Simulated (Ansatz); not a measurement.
# CH5ClSeSn: basis-set convergence

One table from this session's results is given with a row withheld; the runs are named, their logs left out.

Program: Ansatz 0.2.0, Gaussian basis. Level of theory: one geometry, several basis sets. These are calculated values, not measurements.

Levels to be run: PBE0-D4/def2-SVP; ωB97M-V/def2-SVP; PBE0-D4/def2-QZVPP; ωB97M-V/def2-QZVPP; the functionals' def2-TZVPP values are taken from earlier runs.

## The relaxed structure

The geometry comes from an earlier relaxation with PBE0-D4 in a triple-zeta def2 set; it is a stationary point, not always the lowest conformer. Sn takes the def2 core potential; no spin-orbit term is included.

SMILES `C[Se][SnH2][Cl]`, 9 atoms, charge 0, spin multiplicity 1.

Atoms are counted from 1 here; the program's logs count them from 0.

Bond lengths: C1–Se2 1.960 Å, C1–H5 1.089 Å, C1–H6 1.088 Å, C1–H7 1.088 Å, Se2–Sn3 2.501 Å, Sn3–Cl4 2.342 Å, Sn3–H8 1.704 Å, Sn3–H9 1.700 Å. Angles: Se2–C1–H5 105.9°, Se2–C1–H6 110.0°, Se2–C1–H7 110.7°, H5–C1–H6 109.6°, H5–C1–H7 109.6°, H6–C1–H7 110.9°, C1–Se2–Sn3 96.2°, Se2–Sn3–Cl4 107.3°, Se2–Sn3–H8 112.1°, Se2–Sn3–H9 110.5°, Cl4–Sn3–H8 103.8°, Cl4–Sn3–H9 107.5°, H8–Sn3–H9 115.1°.

Set-up of the first run:

in.yaml

```yaml
crystal:
  periodic: [false, false, false]
  atoms:
    - {symbol: C, position_ang: [-0.973262, 0.663253, -1.206467]}
    - {symbol: Se, position_ang: [-0.683015, -1.224619, -0.765235]}
    - {symbol: Sn, position_ang: [0.790226, -0.815071, 1.213975]}
    - {symbol: Cl, position_ang: [2.633548, 0.420607, 0.465861]}
    - {symbol: H, position_ang: [-1.575936, 0.667658, -2.113138]}
    - {symbol: H, position_ang: [-0.020558, 1.152068, -1.398257]}
    - {symbol: H, position_ang: [-1.514091, 1.165746, -0.407289]}
    - {symbol: H, position_ang: [0.054182, 0.208954, 2.360148]}
    - {symbol: H, position_ang: [1.377404, -2.284796, 1.833401]}
basis:
  gaussian: {orbitals: def2-SVP}
hamiltonian: {xc: pbe0, dispersion: d4}
output: {orbitals: {seedname: orbitals}}
```

Steps of the session up to this table: PBE0-D4 in def2-SVP; ωB97M-V in def2-SVP; PBE0-D4 in def2-QZVPP; ωB97M-V in def2-QZVPP.

One of the session's tables, all rows but one given; the rest of the session is left out.

```
functional       basis  HOMO (eV)
   PBE0-D4    def2-SVP      -6.77
   PBE0-D4  def2-TZVPP      -6.88
   PBE0-D4  def2-QZVPP          ?
   ωB97M-V    def2-SVP      -8.89
   ωB97M-V  def2-TZVPP      -9.03
   ωB97M-V  def2-QZVPP      -9.05
```

Q: Estimate the row for PBE0-D4, def2-QZVPP from the others.

As computed: HOMO (eV): -6.90. In the column «HOMO (eV)» it lies between ωB97M-V, def2-SVP (-8.89) and PBE0-D4, def2-TZVPP (-6.88).
